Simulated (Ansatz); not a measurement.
**ZnN₂H₄: up Jacob's ladder to CCSD(T)**

An exercise on one series of results from a longer session: the logs are not shown, and one member is left open.

Program: Ansatz 0.2.0, Gaussian basis. Level of theory: functionals in def2-TZVPP, the program's frozen cores in correlated methods. These are calculated values, not measurements.

Plan: LDA (SPW92), PBE-D4, revPBE-D4, BLYP-D4, r2SCAN-D4, B97M-V, PBE0-D4, B3LYP-D4, r2SCANh-D4, r2SCAN0-D4, HSE06-D4, BHLYP-D4, CAM-B3LYP-D4, LC-ωPBE, ωB97X-V, ωB97M-V, B2PLYP, PBE-QIDH; CCSD(T)/def2-SVP; CCSD(T)/def2-TZVPP; CCSD(T)/def2-QZVPP; extrapolation to the limit; RPA on PBE.

## The relaxed structure

All runs share one geometry, relaxed beforehand with PBE0-D4 in a triple-zeta def2 set.

SMILES `[NH2][Zn][NH2]`, 7 atoms, charge 0, spin multiplicity 1.

Atoms are counted from 1 here; the program's logs count them from 0.

Bond lengths: N1–Zn2 1.811 Å, N1–H4 1.009 Å, N1–H5 1.010 Å, Zn2–N3 1.811 Å, N3–H6 1.010 Å, N3–H7 1.009 Å. Angles: Zn2–N1–H4 117.8°, Zn2–N1–H5 117.9°, H4–N1–H5 108.3°, N1–Zn2–N3 174.1°, Zn2–N3–H6 117.9°, Zn2–N3–H7 117.8°, H6–N3–H7 108.3°.

The first run:

Contents of in.yaml:

```yaml
crystal:
  periodic: [false, false, false]
  atoms:
    - {symbol: N, position_ang: [-1.437046, -0.173464, -1.094470]}
    - {symbol: Zn, position_ang: [0.028102, -0.008502, -0.042343]}
    - {symbol: N, position_ang: [1.594303, 0.125885, 0.857539]}
    - {symbol: H, position_ang: [-2.312252, -0.407595, -0.649214]}
    - {symbol: H, position_ang: [-1.611778, 0.549607, -1.777186]}
    - {symbol: H, position_ang: [2.146879, -0.711525, 0.971016]}
    - {symbol: H, position_ang: [1.591782, 0.625604, 1.734658]}
basis:
  gaussian: {orbitals: def2-TZVPP}
hamiltonian: {xc: lda}
output: {orbitals: {seedname: orbitals}}
```

The run is started by

```bash
$ ansatz run in.yaml --threads 2 --pin off --events-out ev --progress --plain --max-ram 32768MiB --backend cpu
```

Steps of the session up to this table: LDA; PBE-D4 (GGA); revPBE-D4 (GGA); BLYP-D4 (GGA); r2SCAN-D4 (meta-GGA); B97M-V (meta-GGA); PBE0-D4 (hybrid); B3LYP-D4 (hybrid); r2SCANh-D4 (hybrid); r2SCAN0-D4 (hybrid); HSE06-D4 (hybrid); BHLYP-D4 (hybrid); CAM-B3LYP-D4 (range-separated); LC-ωPBE (range-separated); ωB97X-V (range-separated); ωB97M-V (range-separated); B2PLYP (double hybrid); PBE-QIDH (double hybrid).

One of the session's tables, all rows but one given; the rest of the session is left out.

It belongs to the step «Frontier levels by functional». 

```
  functional  HOMO (eV)  gap (eV)
 LDA (SPW92)      -5.63      4.41
      PBE-D4      -5.42      4.34
   revPBE-D4      -5.35      4.33
     BLYP-D4      -5.31      4.21
   r2SCAN-D4      -5.68      4.99
      B97M-V      -5.70      4.65
     PBE0-D4      -6.76      6.47
    B3LYP-D4      -6.54      5.92
  r2SCANh-D4      -6.18      5.77
  r2SCAN0-D4      -6.95      6.92
    HSE06-D4      -6.35      5.70
    BHLYP-D4      -8.03      8.32
CAM-B3LYP-D4          ?         ?
     LC-ωPBE      -9.63     11.31
     ωB97X-V      -9.23     10.71
     ωB97M-V      -9.15     10.24
```

Q: Estimate the row for CAM-B3LYP-D4 from the others.

As computed: HOMO (eV): -8.22; gap (eV): 8.68. In the column «HOMO (eV)» it lies between ωB97M-V (-9.15) and BHLYP-D4 (-8.03).
